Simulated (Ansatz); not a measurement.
# C₂H₆SiSn, SMILES [SnH3][SiH]1C=C1: a polarisability from point charges

Computed with Ansatz's Python interface.

The cells in order, each with its output:

**Cell 1**
```python
import ansatz
import numpy as np

BASIS_SET = 'def2-SVPD'
XC = 'CAM-B3LYP'
```

**Cell 2**
```python
mol = (
    ansatz.Crystal.molecule()
    .atom('Sn', (-1.6487, 0.1936, -0.6134))
    .atom('Si', (0.3511, -0.8242, 0.3654))
    .atom('C', (1.8192, -0.207, -0.253))
    .atom('C', (1.4746, 0.4085, 0.998))
    .atom('H', (-2.6321, -0.9852, -1.4836))
    .atom('H', (-2.6617, 0.9602, 0.6528))
    .atom('H', (-1.1859, 1.4913, -1.7465))
    .atom('H', (0.3775, -1.9752, 1.2486))
    .atom('H', (2.6064, -0.235, -0.9783))
    .atom('H', (1.5827, 1.1218, 1.813))
)
```

**Cell 3**
```python
setup = (
    mol.calculation()
    .basis(gaussian=BASIS_SET)
    .functional(XC)
    .forces()
)
centre = np.mean([site.position_ang for site in mol.cartesian_sites], axis=0)
field = 2 * 14.399645 * 3.0 / 30.0 ** 2
```

**Cell 4**
```python
def dipole(axis, sign):
    arm = 30.0 * np.eye(3)[axis]
    pair = [{'charge': sign * 3.0, 'position_ang': (centre - arm).tolist()}, {'charge': -sign * 3.0, 'position_ang': (centre + arm).tolist()}]
    deck = setup.input().set(ansatz.key.basis.gaussian.point_charges, pair)
    return np.array(ansatz.Session.from_dict(deck).plan().execute().report['charge_distribution']['dipole_moment_e_ang'])
```

**Cell 5**
```python
print(f'field {field:.4f} V/A')
alpha = np.array([(dipole(axis, 1) - dipole(axis, -1)) / (2 * field) * 14.399645 for axis in range(3)])
print('polarisability tensor (A^3)')
print(np.array2string(alpha, precision=3, suppress_small=True))
print(f'mean {np.trace(alpha) / 3:.3f} A^3 = {np.trace(alpha) / 3 / 0.14818471:.2f} bohr^3')
```
Output:
```text
field 0.0960 V/A
polarisability tensor (A^3)
[[15.862 -0.13   1.02 ]
 [-0.132 12.558 -0.026]
 [ 1.034 -0.017 12.851]]
mean 13.757 A^3 = 92.84 bohr^3
```

Caveats:
- The geometry is a force-field or estimated start, not a minimum of this method, and the basis set is short of its limit. The field of two point charges is only nearly even.
- def2 sets replace the cores of elements past krypton by effective core potentials.
- The whole script took 73 s on 1 thread of Arm Neoverse V1 (shared host), peak memory 0.53 GiB.

(Lines on the test bed's own set-up are left out of the output.)
